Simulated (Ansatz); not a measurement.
Consider a check of PAW against all-electron LAPW of GdTl3, space group Pm-3m (Ansatz 0.2.0 through its Python package).

Script `run_paw_lapw.py`:
```python
'''Checking the PAW result for GdTl3 with LAPW.'''

import ansatz as az
from ase import Atoms
import numpy as np


def count_gap(report):
    # lowest empty less highest filled band, counting bands; zero where they overlap
    return max(report.get('gap_by_band_count_ev') or 0.0, 0.0)


def main() -> None:
    atoms = Atoms(
        ['Gd', 'Tl', 'Tl', 'Tl'],
        scaled_positions=[
            [0.0, 0.0, 0.0],
            [0.0, 0.5, 0.5],
            [0.5, 0.0, 0.5],
            [0.5, 0.5, 0.0],
        ],
        cell=[
            [4.69, 0.0, 0.0],
            [0.0, 4.69, 0.0],
            [0.0, 0.0, 4.69],
        ],
        pbc=True,
    )
    atoms.set_initial_magnetic_moments([7, 0.0, 0.0, 0.0])
    xtal = az.Crystal.from_ase(atoms)

    setup = (
        xtal.calculation()
        .occupations('Fermi-Dirac', width=0.1)
        .functional('lda')
        .spin('collinear')
        .kpoints(6, 6, 6)
        .stress()
        .forces()
        .band_table()
    )
    variants = {
        'PAW': setup.pseudopotentials('paw'),
        'LAPW': setup.pseudopotentials('all_electron', lapw=True),
    }
    # totals differ by the cores that each treatment holds, so compare what does not depend on them
    rows = []
    for label, variant in variants.items():
        data = variant.run(threads=1).report
        levels = np.array(data['eigenvalues_ev'][0]) - data['fermi_energy_ev']
        print(label, 'levels at the first k-point near E_F:', np.round(levels[np.abs(levels) < 5], 3))
        rows.append((label, data['n_electrons'], np.trace(data['stress_gpa']) / 3, count_gap(data), data['magnetization_mub']))
    print('     treatment  electrons in bands           P GPa  gap by band count eV      moment muB')
    for row in rows:
        print(f'{str(row[0]):>14s}  {row[1]:18.1f}  {row[2]:14.3f}  {row[3]:20.3f}  {row[4]:14.3f}')


if __name__ == '__main__':
    main()
```

How well do the two treatments of the cores agree on the pressure?

PAW gives -1.902 GPa and LAPW -1.884 GPa, 0.018 GPa apart. They took 14.8 and 143.3 s of processor time.

What the script printed:

```console
$ python run_paw_lapw.py
DeckWarning: basis.ecutwfc = 420 eV, auto-derived from the records' recommended cutoffs: set by Gd (normal level)
PAW levels at the first k-point near E_F: [-4.382 -4.382 -4.382 -4.377 -4.377 -4.377 -4.366 -3.96  -3.96  -1.224
 -1.224 -1.224  2.257  2.257  2.257  2.774  2.774  3.471  4.11 ]
LAPW levels at the first k-point near E_F: [-4.38  -4.38  -4.38  -4.375 -4.375 -4.375 -4.363 -3.957 -3.957 -1.224
 -1.224 -1.224  2.263  2.263  2.263  2.78   2.78   3.472  4.109  4.109
  4.109]
     treatment  electrons in bands           P GPa  gap by band count eV      moment muB
           PAW                57.0          -1.902                 0.000           6.993
          LAPW               139.0          -1.884                 0.000           6.990
```
(Warnings from the package without file and line.)

Notes:
- Open f shells: without a Hubbard U, without spin-orbit coupling; the state reached hangs on the start and needn't be the lowest.
- The computed bands are complete only to about 3.8 eV above the Fermi level.
- The mesh is modest for a metal, so energies can be off by several to tens of meV an atom and pressures by half a GPa or more; differences at equal mesh fare better.
- A gap by band count of zero or less means overlapping bands, a metal.
- The starting cell is as deposited in a crystallographic database; the results hold for this polymorph, which needn't be the stable one.
- Gaps and levels are Kohn-Sham values on a finite set of k-points, without spin-orbit coupling.
- Pressure is positive in compression; the treatments may keep other shells as core, so totals and counts of electrons can differ.
- The whole script took 2.7 min on 1 thread of Intel(R) Xeon(R) Platinum 8259CL CPU @ 2.50GHz (Skylake/Cascade Lake) (shared host), peak memory 1 GiB.
